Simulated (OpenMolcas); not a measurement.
# SnH3OF (SMILES [OH][SnH2][F]): levels of theory compared

Wanted: a comparison of 6 runs (HF/3-21G, BHLYP/def2-SVPD, M06-2X/def2-SVPD, SVWN5/def2-SVPD, r2SCAN/def2-SVPD, CCSD(T)/def2-SVPD) of SnH3OF. 

The results are computed with OpenMolcas 26.06.

### 1 The structure to begin with

SnH3OF has 6 atoms, charge 0, and is taken as a singlet. As SMILES, `[OH][SnH2][F]`. The Sn2–H6 distance was set to 3.045 Å, away from the relaxed value. At this shape a bond of the SMILES string is far longer than usual.

Bond lengths: O1–Sn2 1.948 Å, Sn2–F3 1.922 Å, O1–H4 0.960 Å, Sn2–H5 1.701 Å. Angles: O1–Sn2–F3 105.3°, O1–Sn2–H5 111.8°, F3–Sn2–H5 104.3°, Sn2–O1–H4 114.0°.

### 2 A single-point energy at HF/3-21G (run 1)

struct.xyz reads:

```xyz
6

O     -1.186559    -0.685642    -1.711567
Sn     0.530141    -0.096742    -1.002867
F      1.636941    -1.667742    -0.984467
H     -1.140759    -1.038342    -2.603267
H      1.323941     0.964458    -2.068667
H      0.017500     0.696700     1.891900
```

mol.inp reads:

```
&GATEWAY
BasLib=$CurrDir
Coord=struct.xyz
Basis=3-21G
Group=NoSym
&SEWARD
&SCF
Thresholds=1e-10 1e-07 1e-07 1e-05
PrOrbitals=0
```

The basis set 3-21G is read from a file made from the Basis Set Exchange's data (not shown).

The run is started by

```sh
$ export MOLCAS_MEM=1860
$ pymolcas mol.inp > mol.log
```

The log of the run:

```text
--- Start Module: gateway ---
[...]
--- Stop Module: gateway /rc=_RC_ALL_IS_WELL_ ---
--- Start Module: seward ---
[...]
      Basis functions           55
--- Stop Module: seward /rc=_RC_ALL_IS_WELL_ ---
[...]
--- Start Module: scf ---
[...]
       Convergence after  13 Iterations
[...]
::    Total SCF energy                              -6171.2582994982
[...]
      Total spin, S                                     0.0000000000
[...]
      Total electronic charge=   70.000000
      Total            charge=   -0.000000
[...]
      Dipole Moment (debye):
      Origin of the operator (angstrom)=    0.4805   -0.3396   -1.0710
                   X=  4.6449E-01               Y=  1.8576E+00               Z= -2.5235E+00           Total=  3.1677E+00
      Quadrupole Moment (debye*angstrom):
[...]
--- Stop Module: scf /rc=_RC_ALL_IS_WELL_ ---
[...]
```

It took 3.6 s on 1 thread of Intel Xeon Platinum 8259CL at 2.50GHz (Skylake/Cascade Lake), shared host; peak memory 0.39 GiB.

### 3 The energy at BHLYP/def2-SVPD (core potential) (run 2)

run.input reads:

```
&GATEWAY
  BasLib
  $CurrDir
  Coord
  6
  bohr
  O     -2.24227154    -1.29567560    -3.23439287
  Sn     1.00182130    -0.18281588    -1.89514397
  F      3.09337017    -3.15157563    -1.86037301
  H     -2.15572208    -1.96218200    -4.91946166
  H      2.50188590     1.82256148    -3.90921407
  H      0.03307021     1.31657219     3.57517286
  Basis
  def2-SVPD
  Group
  NoSym

&SEWARD
  GridInput
  Grid=UltraFine
  End of Grid

&SCF
  KSDFT
  HYB_GGA_XC_BHANDHLYP
  Thresholds
  1e-10 1e-07 1e-07 1e-05
  PrOrbitals
  1 2
```

The basis set def2-SVPD is read from a file made from the Basis Set Exchange's data (not shown).

The run is started by

```sh
$ export MOLCAS_MEM=1860
$ pymolcas run.input > run.log
```

The log of the run:

```text
--- Start Module: gateway ---
[...]
--- Stop Module: gateway /rc=_RC_ALL_IS_WELL_ ---
--- Start Module: seward ---
[...]
      Basis functions          102
--- Stop Module: seward /rc=_RC_ALL_IS_WELL_ ---
[...]
--- Start Module: scf ---
[...]
       Convergence after  15 Iterations
[...]
::    Total KS-DFT energy                            -390.7882536555
[...]
      Total spin, S                                     0.0000000000
[...]
      Total electronic charge=   42.000000
      Total            charge=   -0.000000
[...]
      Dipole Moment (debye):
      Origin of the operator (angstrom)=    0.4805   -0.3396   -1.0710
                   X=  2.7446E-01               Y=  2.0850E+00               Z= -2.1339E+00           Total=  2.9960E+00
      Quadrupole Moment (debye*angstrom):
[...]
--- Stop Module: scf /rc=_RC_ALL_IS_WELL_ ---
[...]
```

It took 37 s on 1 thread of Intel Xeon Platinum 8259CL at 2.50GHz (Skylake/Cascade Lake), shared host; peak memory 0.58 GiB.

Run 3 isn't shown in full; the table further down has it.

### 4 The energy at SVWN5/def2-SVPD (core potential) (run 4)

calc.inp reads:

```
&GATEWAY
 BasLib=$CurrDir
 Coord
 6
 angstrom
 O       -1.186559      -0.685642      -1.711567
 Sn       0.530141      -0.096742      -1.002867
 F        1.636941      -1.667742      -0.984467
 H       -1.140759      -1.038342      -2.603267
 H        1.323941       0.964458      -2.068667
 H        0.017500       0.696700       1.891900
 Basis=def2-SVPD
 Group=NoSym

&SEWARD
 GridInput
 Grid=UltraFine
 End of Grid

&SCF
 KSDFT=SVWN5
 Thresholds=1e-10 1e-07 1e-07 1e-05
 PrOrbitals=1 2
```

The basis set def2-SVPD is read from a file made from the Basis Set Exchange's data (not shown).

The run is started by

```sh
$ export MOLCAS_MEM=1860
$ pymolcas calc.inp > calc.log
```

The log of the run:

```text
--- Start Module: gateway ---
[...]
--- Stop Module: gateway /rc=_RC_ALL_IS_WELL_ ---
--- Start Module: seward ---
[...]
      Basis functions          102
--- Stop Module: seward /rc=_RC_ALL_IS_WELL_ ---
[...]
--- Start Module: scf ---
[...]
       Convergence after  21 Iterations
[...]
::    Total KS-DFT energy                            -389.4363714063
[...]
      Total spin, S                                     0.0000000000
[...]
      Total electronic charge=   42.000000
      Total            charge=   -0.000000
[...]
      Dipole Moment (debye):
      Origin of the operator (angstrom)=    0.4805   -0.3396   -1.0710
                   X=  1.7608E-01               Y=  1.9658E+00               Z= -1.7745E+00           Total=  2.6541E+00
      Quadrupole Moment (debye*angstrom):
[...]
--- Stop Module: scf /rc=_RC_ALL_IS_WELL_ ---
[...]
```

Run time: 35 s. Hardware: 1 thread of Intel Xeon Platinum 8259CL at 2.50GHz (Skylake/Cascade Lake), shared host; peak memory 0.58 GiB.

Run 5 isn't shown in full; the table further down has it.

### 5 A single-point energy at CCSD(T)/def2-SVPD (Cholesky decomposition, core potential) (run 6)

mol.inp reads:

```
&gateway
 baslib = $CurrDir
 coord
 6
 angstrom
 O       -1.186559      -0.685642      -1.711567
 Sn       0.530141      -0.096742      -1.002867
 F        1.636941      -1.667742      -0.984467
 H       -1.140759      -1.038342      -2.603267
 H        1.323941       0.964458      -2.068667
 H        0.017500       0.696700       1.891900
 basis = def2-SVPD
 group = NoSym

&seward
 high

&scf
 thresholds = 1e-10 1e-07 1e-07 1e-05
 prorbitals = 1 1

&chcc
 frozen = 6
 threshold = 1e-08
 maxiterations = 80

&cht3
 frozen = 6
```

The basis set def2-SVPD is read from a file made from the Basis Set Exchange's data (not shown).

The run is started by

```sh
$ export MOLCAS_MEM=1860
$ pymolcas mol.inp > mol.log
```

The log of the run:

```text
--- Start Module: gateway ---
[...]
--- Stop Module: gateway /rc=_RC_ALL_IS_WELL_ ---
[...]
      Basis functions          102
[...]
       Convergence after  14 Iterations
[...]
::    Total SCF energy                               -389.1483203315
[...]
      Total spin, S                                     0.0000000000
[...]
      Total electronic charge=   42.000000
      Total            charge=   -0.000000
[...]
      Dipole Moment (debye):
      Origin of the operator (angstrom)=    0.4805   -0.3396   -1.0710
                   X=  3.6915E-01               Y=  2.0591E+00               Z= -2.5847E+00           Total=  3.3252E+00
      Quadrupole Moment (debye*angstrom):
[...]
--- Start Module: chcc ---
[...]
--- Stop Module: chcc /rc=_RC_ALL_IS_WELL_ ---
[...]
--- Start Module: cht3 ---
[...]
--- Stop Module: cht3 /rc=_RC_ALL_IS_WELL_ ---
[...]
```

Wall time 13 min (1 thread of Intel Xeon Platinum 8259CL at 2.50GHz (Skylake/Cascade Lake), shared host); peak memory 0.22 GiB.

### 6 Overview of the runs

| run | level | integration grid | integral approximation | energy (Eh) | dipole moment (D) of the reference | HOMO energy (eV) | LUMO energy (eV) | wall time |
| --- | --- | --- | --- | --- | --- | --- | --- | --- |
| 1 | HF/3-21G | – | none | -6171.258299 | 3.17 | -9.11 | -0.68 | 3.6 s |
| 2 | BHLYP/def2-SVPD (core potential) | UltraFine | none | -390.788254 | 3.00 | -8.40 | -3.51 | 37 s |
| 3 | M06-2X/def2-SVPD (core potential) | UltraFine | none | -390.810370 | 3.02 | -8.31 | -3.25 | 50 s |
| 4 | SVWN5/def2-SVPD (core potential) | UltraFine | none | -389.436371 | 2.65 | -6.80 | -4.97 | 35 s |
| 5 | r2SCAN/def2-SVPD (core potential) | UltraFine | none | -390.951337 | 2.79 | -6.93 | -4.86 | 63 s |
| 6 | CCSD(T)/def2-SVPD (Cholesky decomposition, core potential) | – | CD high | -389.750451 | 3.33 | -9.47 | -1.24 | 13 min |

### 7 Summary of results

```
                                          quantity          value
                               run 6: total energy  -389.75045 Eh
         run 6: dipole moment (mean-field density)         3.33 D
        run 6: HOMO energy (Hartree–Fock orbitals)       -9.47 eV
        run 6: LUMO energy (Hartree–Fock orbitals)       -1.24 eV
      run 6: HOMO–LUMO gap (Hartree–Fock orbitals)        8.23 eV
run 6: correlation energy (6 core orbitals frozen)     -602.1 mEh
                             run 6: (T) correction     -20.21 mEh
```

In words: Over runs 1, 2, 3, 4, 5 the dipole moment (its size) runs from 2.65 D (SVWN5/def2-SVPD) to 3.17 D (HF/3-21G). The two ends differ in method and basis and core potential. Over runs 1, 2, 3, 4, 5 the HOMO–LUMO gap runs from 1.83 eV (SVWN5/def2-SVPD) to 8.43 eV (HF/3-21G). Totals of different functionals can't be ranked against each other. Some runs of one species differ in core potentials or relativity; totals across that change don't compare. In runs 1, 2, 3, 4, 5, 6 a closed-shell determinant meets a far-stretched bond, which it describes badly. In run 1 relativity is left out where basis or elements ask for it. All runs together took 16 min, the longest 13 min.
